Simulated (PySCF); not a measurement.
**C3H11FOSi2: electronic excitations**

Aim: predict the electronic excitations of C3H11FOSi2 (`CO[C@@H](F)[SiH2][SiH2]C`).

The runs use PySCF 2.14.0, with density-fitted response routines of our own; the level of theory stands in each step. All values are computed, except where a source is named. Atoms are numbered from 0 throughout.

### Step 1. The starting structure

18 atoms, charge 0, multiplicity 1; geometry from: GFN2-xTB.

Bonds of the start (Å): C0–O1 1.42, O1–C2 1.38, C2–F3 1.40, C2–Si4 1.92, Si4–Si5 2.32, Si5–C6 1.90, C0–H7 1.09, C0–H8 1.10, C0–H9 1.09, C2–H10 1.10, Si4–H11 1.47, Si4–H12 1.47, Si5–H13 1.47, Si5–H14 1.47, C6–H15 1.09, C6–H16 1.09, C6–H17 1.09.

### Step 2. Excited states and response: wB97X-D/def2-SVPD

Job settings and geometry (Å):

```
{"job": {"kind": "uv", "xc": "wB97X-D", "basis": "def2-SVPD", "nstates": 8, "ntriplets": 3}, "charge": 0, "multiplicity": 1}
C     -3.067809     0.636530    -0.750005
O     -1.729248     0.427425    -0.335469
C     -1.437002    -0.846514     0.095606
F     -1.502833    -1.727693    -0.989746
Si     0.365100    -0.742072     0.762226
Si     1.535205     0.531188    -0.778704
C      3.401990     0.292129    -0.488592
H     -3.360514    -0.094762    -1.509076
H     -3.750770     0.562028     0.104408
H     -3.104465     1.637980    -1.172664
H     -2.193873    -1.232585     0.797083
H      0.198924    -0.171929     2.109227
H      0.758961    -2.140922     0.984335
H      1.251612     0.168695    -2.175822
H      1.248803     1.969294    -0.642960
H      3.706383    -0.740355    -0.639922
H      3.685642     0.571607     0.522336
H      3.985136     0.906276    -1.168677
```

Method: TDDFT wB97X-D/def2-SVPD, vertical, gas phase, core orbitals frozen in the response.

The run is started by

```console
$ OMP_NUM_THREADS=1 python probes_run.py task.json out
```

The driver reads the jobs from task.json and runs them one after another.

What will the session give for the following? lowest singlet (wB97X-D/def2-SVPD); brightest single state of those computed; lowest triplet; surface potential, 1st and 99th percentile. Wanted: lowest singlet; brightest single state of those computed; lowest triplet; surface potential, 1st and 99th percentile.

As calculated:

```
                                quantity                        value
      lowest singlet (wB97X-D/def2-SVPD)  7.06 eV (176 nm), f = 0.067
brightest single state of those computed  state 8, 8.24 eV, f = 0.136
                          lowest triplet                      6.17 eV
   surface potential, 1st and 99th percentile           -1.07 V and 0.92 V
```

What this shows: The first singlet state (HOMO→LUMO 0.75, HOMO→LUMO+1 0.10) lies at 7.06 eV and is bright; of the 8 states computed, the strongest absorption comes from state 8 at 8.24 eV (the last computed, so partners may be missing). The lowest triplet lies 0.89 eV below the lowest singlet (triplets in Tamm-Dancoff, singlets in full TDDFT).
